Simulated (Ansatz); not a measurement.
YAu, space group Pm-3m, relaxations under a series of pressures

Program: the Python package of Ansatz (0.2.0).

Run as a notebook:

```python
from dataclasses import dataclass

import ansatz as az
import numpy as np
import pandas as pd
```

```python
@dataclass(frozen=True)
class Settings:
    kmesh: tuple[int, ...] = (7, 7, 7)
    functional: str = 'pbesol'
    smearing: str = 'Marzari-Vanderbilt'
    width_ev: float = 0.1
```

```python
settings = Settings()
```

```python
def edges_and_angles(cell):
    cell = np.asarray(cell)
    a, b, c = np.linalg.norm(cell, axis=1)
    cosines = cell[1] @ cell[2] / (b * c), cell[0] @ cell[2] / (a * c), cell[0] @ cell[1] / (a * b)
    return (a, b, c, *np.degrees(np.arccos(cosines)))
```

```python
system = (
    az.Lattice.of((3.559, 0.0, 0.0), (0.0, 3.559, 0.0), (0.0, 0.0, 3.559))
    .atom('Y', (0.5, 0.5, 0.5))
    .atom('Au', (0.0, 0.0, 0.0))
)
```

```python
len(system.resolved().sites)
```

    2

```python
calc = (
    system.calculation()
    .kpoints(mesh=settings.kmesh)
    .functional(settings.functional)
    .occupations(settings.smearing, width=settings.width_ev)
)

# H = F + PV, with 1 GPa A^3 = 1/160.21766 eV
rows = []
for pressure in [0, 10, 20, 30, 40]:
    result = calc.relax(cell=True, pressure=pressure, force_tolerance=0.02).run(threads=1)
    cell = result.lattice.cell_ang
    n_atoms = len(result.lattice.sites)
    volume = abs(np.linalg.det(cell)) / n_atoms
    enthalpy = result.report['free_energy_ev'] / n_atoms + pressure * volume / 160.21766
    rows.append((pressure, volume, enthalpy, *edges_and_angles(cell)))
    print(f'{pressure} GPa done: {volume:.4f} A^3/atom')

table = pd.DataFrame(rows, columns=['P_GPa', 'V_A3_atom', 'H_eV_atom', 'a', 'b', 'c', 'alpha', 'beta', 'gamma'])
print(table.round(4).to_string(index=False))
p, v = np.array([row[0] for row in rows], float), np.array([row[1] for row in rows])
print('mean bulk modulus between rows (GPa):', np.round(-np.diff(p) / np.diff(np.log(v)), 1))
```

    DeckWarning: basis.ecutwfc = 420 eV, auto-derived from the records' recommended cutoffs: set by Y (normal level)
    0 GPa done: 22.3849 A^3/atom
    10 GPa done: 20.5245 A^3/atom
    20 GPa done: 19.2902 A^3/atom
    30 GPa done: 18.2562 A^3/atom
    40 GPa done: 17.4146 A^3/atom
     P_GPa  V_A3_atom  H_eV_atom      a      b      c  alpha  beta  gamma
         0    22.3849 -8401.9358 3.5508 3.5508 3.5508   90.0  90.0   90.0
        10    20.5245 -8400.6016 3.4496 3.4496 3.4496   90.0  90.0   90.0
        20    19.2902 -8399.3609 3.3790 3.3790 3.3790   90.0  90.0   90.0
        30    18.2562 -8398.1899 3.3175 3.3175 3.3175   90.0  90.0   90.0
        40    17.4146 -8397.0779 3.2657 3.2657 3.2657   90.0  90.0   90.0
    mean bulk modulus between rows (GPa): [115.3 161.2 181.5 211.9]

The volume falls from 22.38 Å³ an atom at 0 GPa to 17.41 at 40 GPa, by 22.2 %. Between 0 and 10 GPa, -V dP/dV is about 115 GPa, a mean over that step.

Reading the output:
- Absolute energies stand on the zero of these potentials, so only differences at equal settings mean something.
- At a fixed pressure a relaxation lowers the enthalpy F + PV, while F alone can rise.
- For a metal this k-point mesh is coarse: on a finer one energies can move by several to tens of meV an atom and pressures by half a GPa or more, differences at one mesh by less.
- Spin-orbit coupling, which matters for elements this heavy, is left out.
- The structure is a deposited one; some such entries were measured under pressure or heat, so a shift against it needn't be the functional's error alone.
- Warnings are shown shortened and without file and line.
- Symmetry holds the cell in this phase, whether or not it is the stable one at each pressure.
- Hardware and time: 20 s on 1 thread of Arm Neoverse V2 (shared host), peak memory 0.44 GiB.

(Lines on the test bed's own set-up are left out of the output.)
